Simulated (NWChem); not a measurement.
**AgF (SMILES [F][Ag]) at 3 levels**

Aim: a comparison of 3 runs (HF/STO-3G, HF/3-21G, MP3/def2-TZVP) of AgF. 

Program for the calculation: NWChem 7.3.0.

**1. Starting point**

AgF has 2 atoms, charge 0, and is taken as a singlet. SMILES: `[F][Ag]`. Geometry: relaxed at PBE0-D4/def2-TZVP.

Bond lengths: F1–Ag2 1.986 Å.

**2. Energy and gradient at HF/STO-3G (run 1)**

Contents of job.nw:

```
start job
title "AgF"
memory 2200 mb
charge 0
geometry units atomic noautosym nocenter noautoz
F   1.62516447 -0.63173544  0.80426744
Ag -1.56941755  0.51797393 -0.79651956
end
basis spherical bse
* library STO-3G
end
scf
thresh 1e-08
maxiter 80
print low
end
task scf gradient
```

Launch:

```bash
$ nwchem job.nw > job.out
```

The log of the run:

```text
[...]
  functions       =    32
[...]
  wavefunction    = RHF
[...]
         Total SCF energy =  -5244.505088706551
      One-electron energy =  -7489.488093797349
      Two-electron energy =   2132.291956970077
 Nuclear repulsion energy =    112.691048120722
        Time for solution =      1.6s
[...]
                         RHF ENERGY GRADIENTS
    atom               coordinates                        gradient
                 x          y          z           x          y          z
   1 F       1.625164  -0.631735   0.804267    0.098731  -0.035533   0.049474
   2 Ag     -1.569418   0.517974  -0.796520   -0.098731   0.035533  -0.049474
 Task  times  cpu:        2.0s     wall:        2.0s
 Total times  cpu:        2.0s     wall:        2.0s
```

Wall time 2.5 s (1 thread of AMD EPYC 9R45 (Zen 5), shared host); peak memory 0.1 GiB.

**3. Energy and gradient at HF/3-21G (run 2)**

Contents of work.nw:

```
start work
memory total 2200 mb
charge 0

geometry units bohr noautosym nocenter noautoz
 F   1.62516447 -0.63173544  0.80426744
 Ag -1.56941755  0.51797393 -0.79651956
end

basis spherical bse
 * library 3-21G
end

scf
 thresh 1e-08
 maxiter 80
 print low
end

task scf gradient
```

Launch:

```bash
$ nwchem work.nw > work.out
```

The log of the run:

```text
[...]
  functions       =    45
[...]
  wavefunction    = RHF
[...]
         Total SCF energy =  -5272.382524880352
      One-electron energy =  -7524.935204857457
      Two-electron energy =   2139.861631856383
 Nuclear repulsion energy =    112.691048120722
        Time for solution =      2.1s
[...]
                         RHF ENERGY GRADIENTS
    atom               coordinates                        gradient
                 x          y          z           x          y          z
   1 F       1.625164  -0.631735   0.804267   -0.009691   0.003488  -0.004856
   2 Ag     -1.569418   0.517974  -0.796520    0.009691  -0.003488   0.004856
 Task  times  cpu:        2.5s     wall:        2.5s
 Total times  cpu:        2.5s     wall:        2.5s
```

Wall time 3.3 s (1 thread of AMD EPYC 9R45 (Zen 5), shared host); peak memory 0.098 GiB.

**4. The energy at MP3/def2-TZVP (core potential) (run 3)**

Contents of nw.nw:

```
start nw
memory 2200 mb

geometry noautosym nocenter noautoz
 F      0.860000    -0.334300     0.425600
 Ag    -0.830500     0.274100    -0.421500
end

basis spherical bse
 * library def2-TZVP
end

ecp bse
 Ag library def2-TZVP
end

scf
 thresh 1e-08
 maxiter 80
 print low
end

tce
 scf
 mbpt3
 freeze core 1
 maxiter 60
end

task tce energy
```

Launch:

```bash
$ nwchem nw.nw > nw.out
```

The log of the run:

```text
[...]
  functions       =    71
[...]
  wavefunction    = RHF
[...]
         Total SCF energy =   -245.588159073290
      One-electron energy =   -493.398328105614
      Two-electron energy =    202.254210080672
 Nuclear repulsion energy =     45.555958951652
        Time for solution =      4.5s
[...]
         Wavefunction type : Restricted Hartree-Fock
          No. of electrons :    28
[...]
         Spin multiplicity : singlet
[...]
```

Run time: 9.9 s. Hardware: 1 thread of AMD EPYC 9R45 (Zen 5), shared host; peak memory 0.81 GiB.

**5. All runs side by side**

```csv
run,level,task,module,energy (Eh),largest force (eV/Å),wall time
1,HF/STO-3G,gradient,scf,-5244.505089,5.965,2.5 s
2,HF/3-21G,gradient,scf,-5272.382525,0.586,3.3 s
3,MP3/def2-TZVP (core potential),energy,tce,-246.273285,–,9.9 s
```

**6. Summary of results**

| quantity | value |
| --- | --- |
| run 3: total energy | -246.27328 Eh |
| run 3: correlation energy (1 core orbital frozen) | -685.1 mEh |

What this shows: Some runs of one species differ in core potentials or relativity; totals across that change don't compare. In run 1 the basis is minimal, so the values are rough. In runs 1, 2 relativity is left out where basis or elements ask for it. All runs together took 16 s, the longest 9.9 s.
